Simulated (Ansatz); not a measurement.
# CH7InN2: how energies converge with the basis set

An exercise on one series of results from a longer session: the logs are not shown, and one member is left open.

The runs use Ansatz 0.2.0, Gaussian basis; one geometry, several basis sets.

Plan: PBE0-D4/def2-SVP; ωB97M-V/def2-SVP; PBE0-D4/def2-QZVPP; ωB97M-V/def2-QZVPP; the functionals' def2-TZVPP values are taken from earlier runs.

**The relaxed structure**

The geometry comes from an earlier relaxation with PBE0-D4 in a triple-zeta def2 set; it is a stationary point, not always the lowest conformer. In takes the def2 core potential; no spin-orbit term is included.

SMILES `[CH3][In]([NH2])[NH2]`, 11 atoms, charge 0, spin multiplicity 1.

Atoms are counted from 1 here; the program's logs count them from 0.

Bond lengths: C1–In2 2.139 Å, C1–H5 1.090 Å, C1–H6 1.090 Å, C1–H7 1.091 Å, In2–N3 2.025 Å, In2–N4 2.025 Å, N3–H8 1.008 Å, N3–H9 1.009 Å, N4–H10 1.008 Å, N4–H11 1.009 Å. Angles: In2–C1–H5 110.3°, In2–C1–H6 110.3°, In2–C1–H7 109.9°, H5–C1–H6 109.2°, H5–C1–H7 108.6°, H6–C1–H7 108.6°, C1–In2–N3 123.5°, C1–In2–N4 123.5°, N3–In2–N4 112.3°, In2–N3–H8 119.5°, In2–N3–H9 119.5°, H8–N3–H9 109.4°, In2–N4–H10 119.5°, In2–N4–H11 119.5°, H10–N4–H11 109.4°.

The first run:

in.yaml

```yaml
crystal:
  periodic: [false, false, false]
  atoms:
    - {symbol: C, position_ang: [-1.176931, 1.584164, -0.078331]}
    - {symbol: In, position_ang: [0.112126, -0.120222, 0.009015]}
    - {symbol: N, position_ang: [0.685936, -1.000121, 1.740303]}
    - {symbol: N, position_ang: [1.120323, -0.841692, -1.592110]}
    - {symbol: H, position_ang: [-0.899421, 2.225780, -0.914741]}
    - {symbol: H, position_ang: [-1.111530, 2.155367, 0.847829]}
    - {symbol: H, position_ang: [-2.210255, 1.261875, -0.215368]}
    - {symbol: H, position_ang: [0.107345, -0.906298, 2.560720]}
    - {symbol: H, position_ang: [1.087241, -1.925149, 1.717466]}
    - {symbol: H, position_ang: [0.770281, -0.664607, -2.520949]}
    - {symbol: H, position_ang: [1.514886, -1.769086, -1.553854]}
basis:
  gaussian: {orbitals: def2-SVP}
hamiltonian: {xc: pbe0, dispersion: d4}
output: {orbitals: {seedname: orbitals}}
```

Among the steps run: PBE0-D4 in def2-SVP; ωB97M-V in def2-SVP; PBE0-D4 in def2-QZVPP; ωB97M-V in def2-QZVPP.

One of the session's tables, all rows but one given; the rest of the session is left out.

It belongs to the step «Density functionals: the series». 

| functional | basis | HOMO (eV) |
| --- | --- | --- |
| PBE0-D4 | def2-SVP | -6.15 |
| PBE0-D4 | def2-TZVPP | ? |
| PBE0-D4 | def2-QZVPP | -6.54 |
| ωB97M-V | def2-SVP | -8.50 |
| ωB97M-V | def2-TZVPP | -8.83 |
| ωB97M-V | def2-QZVPP | -8.90 |

**Question.** Estimate the row for PBE0-D4, def2-TZVPP.

**Answer.** HOMO (eV): -6.46. In the column «HOMO (eV)» it lies between PBE0-D4, def2-QZVPP (-6.54) and PBE0-D4, def2-SVP (-6.15).
